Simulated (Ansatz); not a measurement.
# Ba2BiSb2: the cost of one run

Method: DFT PBE, scalar-relativistic, plane waves, PAW, in Ansatz 0.2.0.

1 further run of the same task is left out (set aside as unsound or not needed).

### 1 The system as given

The structure is orthorhombic, space group Immm (No. 71). The conventional cell has a = 4.828 Å, b = 7.673 Å, c = 10.126 Å, α = 90.00°, β = 90.00°, γ = 90.00°. Ba (site symmetry mm2) is surrounded by 6 Sb at 3.63 to 3.64 Å and 2 Bi at 3.73 Å. Sb (site symmetry m2m) is surrounded by 1 Sb at 3.11 Å and 2 Bi at 3.32 Å and 6 Ba at 3.63 to 3.64 Å. Around Bi (site symmetry mmm) lie 4 Sb at 3.32 Å and 4 Ba at 3.73 Å.

Structure file:

```cif
data_structure
_symmetry_space_group_name_H-M 'Immm'
_symmetry_Int_Tables_number 71
_cell_length_a 4.8278
_cell_length_b 7.6728
_cell_length_c 10.1260
_cell_angle_alpha 90.000
_cell_angle_beta 90.000
_cell_angle_gamma 90.000
_cell_volume 375.10
loop_
_atom_site_label
_atom_site_type_symbol
_atom_site_symmetry_multiplicity
_atom_site_Wyckoff_symbol
_atom_site_fract_x
_atom_site_fract_y
_atom_site_fract_z
_atom_site_occupancy
Ba1 Ba 4 j 0.00000 0.50000 0.21939 1
Sb1 Sb 4 h 0.50000 0.70284 0.00000 1
Bi1 Bi 2 a 0.00000 0.00000 0.00000 1
```

It is the result of an earlier relaxation at this level (volume 37.51 Å³/atom; gap on the mesh: none (metal)).

### 2 Electronic structure at the relaxed geometry

input.yaml

```yaml
crystal:
  lattice:
    - [-2.4139023411, 3.8364215974, 5.0630193062]
    - [2.4139023411, -3.8364215974, 5.0630193062]
    - [2.4139023411, 3.8364215974, -5.0630193062]
  atoms:
    - { symbol: Ba, position: [0.7193929984, 0.2193929984, 0.5] }
    - { symbol: Ba, position: [0.2806070016, 0.7806070016, 0.5] }
    - { symbol: Sb, position: [0.7028444041, 0.5, 0.2028444041] }
    - { symbol: Sb, position: [0.2971555959, 0.5, 0.7971555959] }
    - { symbol: Bi, position: [0.0, 0.0, 0.0] }
basis:
  ecutwfc: 420
kpoints:
  mp_grid: { grid: [10, 10, 10] }
  band_path:
    path:
      - [[0.0, 0.0, 0.0], [0.5, 0.5, -0.5], [0.30682772, 0.69317228, -0.30682772]]
      - [[-0.30682772, 0.30682772, 0.30682772], [0.0, 0.0, 0.0], [0.39354018, -0.39354018, 0.39354018]]
      - [[0.60645982, 0.39354018, -0.39354018], [0.5, 0.5, -0.5]]
      - [[0.0, 0.0, 0.0], [0.0, 0.5, 0.0], [0.25, 0.25, 0.25], [0.5, 0.0, 0.0], [0.0, 0.0, 0.0], [0.0, 0.0, 0.5], [0.25, 0.25, 0.25]]
    npoints: 14
hamiltonian:
  xc: pbe
scf:
  occupations: { method: gaussian, width: 0.1 }
  n_extra_bands: 12
output:
  forces: true
  stress: true
  eigenvalues: true
  populations: true
  dos: { projected: true, de: 0.02, nscf_kmesh: { grid: [15, 15, 15] } }
  bader: true
  write_density: true
  write_potential: true
  elf: true
  volumetric_format: npy
```

The run is started by

```
> ansatz run input.yaml --threads 1 --pin off --max-ram 2560MiB --backend cpu --events-out ev --progress --plain --runs-dir out
```

**Question.** How long does this run take on 1 thread of Arm Neoverse V1, shared host, and how much memory does it need?

About 7.5 min, with a peak of 2.4 GiB.
